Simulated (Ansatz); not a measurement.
**CH₄OTe: single points off equilibrium**

The task here is to estimate one member of a computed series from the others.

Method: single points in def2-TZVPP; program: Ansatz 0.2.0, Gaussian basis.

Correlated methods freeze the cores. Filled d shells of the heavier atoms are correlated. Core potentials replace the inner electrons past krypton, and spin-orbit coupling is left out. B3LYP uses VWN-RPA correlation.

### Starting geometry

SMILES `OC[TeH]`, 7 atoms, charge 0, spin multiplicity 1.

Atoms are counted from 1 here; the program's logs count them from 0.

Bond lengths: O1–C2 1.404 Å, O1–H4 0.950 Å, C2–Te3 2.184 Å, C2–H5 1.075 Å, C2–H6 1.060 Å, Te3–H7 1.664 Å. Angles: C2–O1–H4 108.6°, O1–C2–Te3 113.4°, O1–C2–H5 113.7°, O1–C2–H6 105.7°, Te3–C2–H5 108.0°, Te3–C2–H6 105.0°, H5–C2–H6 110.7°, C2–Te3–H7 91.6°.

As a file:

```xyz
7

O    -1.29950   -0.14650   -0.53540
C    -0.28190    0.52000    0.16660
Te    1.71120    0.17480   -0.65680
H    -1.23620   -1.07630   -0.35140
H    -0.25290    0.28350    1.21450
H    -0.46370    1.55380    0.02100
H     1.81870   -1.30310    0.09940
```

The first run:

run/in.yaml reads:

```yaml
crystal:
  periodic: [false, false, false]
  atoms:
    - {symbol: O, position_ang: [-1.299500, -0.146500, -0.535400]}
    - {symbol: C, position_ang: [-0.281900, 0.520000, 0.166600]}
    - {symbol: Te, position_ang: [1.711200, 0.174800, -0.656800]}
    - {symbol: H, position_ang: [-1.236200, -1.076300, -0.351400]}
    - {symbol: H, position_ang: [-0.252900, 0.283500, 1.214500]}
    - {symbol: H, position_ang: [-0.463700, 1.553800, 0.021000]}
    - {symbol: H, position_ang: [1.818700, -1.303100, 0.099400]}
basis:
  gaussian: {orbitals: def2-TZVPP}
correlation: {method: ccsd_t}
output: {forces: true}
```

No record of the launch command was kept for these runs.

Steps of the session up to this table: CCSD(T)/def2-TZVPP; PBE0-D4/def2-TZVPP; wB97M-V/def2-TZVPP; r2SCAN-D4/def2-TZVPP; PBE-D4/def2-TZVPP; B3LYP-D4/def2-TZVPP; r2SCANh-D4/def2-TZVPP.

One of the session's tables, all rows but one given; the rest of the session is left out.

```
    method  RMS force component (eV/Å)  angle to CCSD(T) forces (°)  dipole (D)
   CCSD(T)                       0.380                    reference        1.44
   PBE0-D4                       0.444                         22.2        1.48
   wB97M-V                       0.387                         11.0        1.43
 r2SCAN-D4                       0.409                         18.4        1.51
    PBE-D4                       0.535                         25.6        1.43
  B3LYP-D4                       0.367                         21.5        1.41
r2SCANh-D4                           ?                            ?           ?
```

Estimate the missing values for r2SCANh-D4.

The run gave: RMS force component (eV/Å): 0.393; angle to CCSD(T) forces (°): 20.0; dipole (D): 1.51. In the column «RMS force component (eV/Å)» it lies between wB97M-V (0.387) and r2SCAN-D4 (0.409).
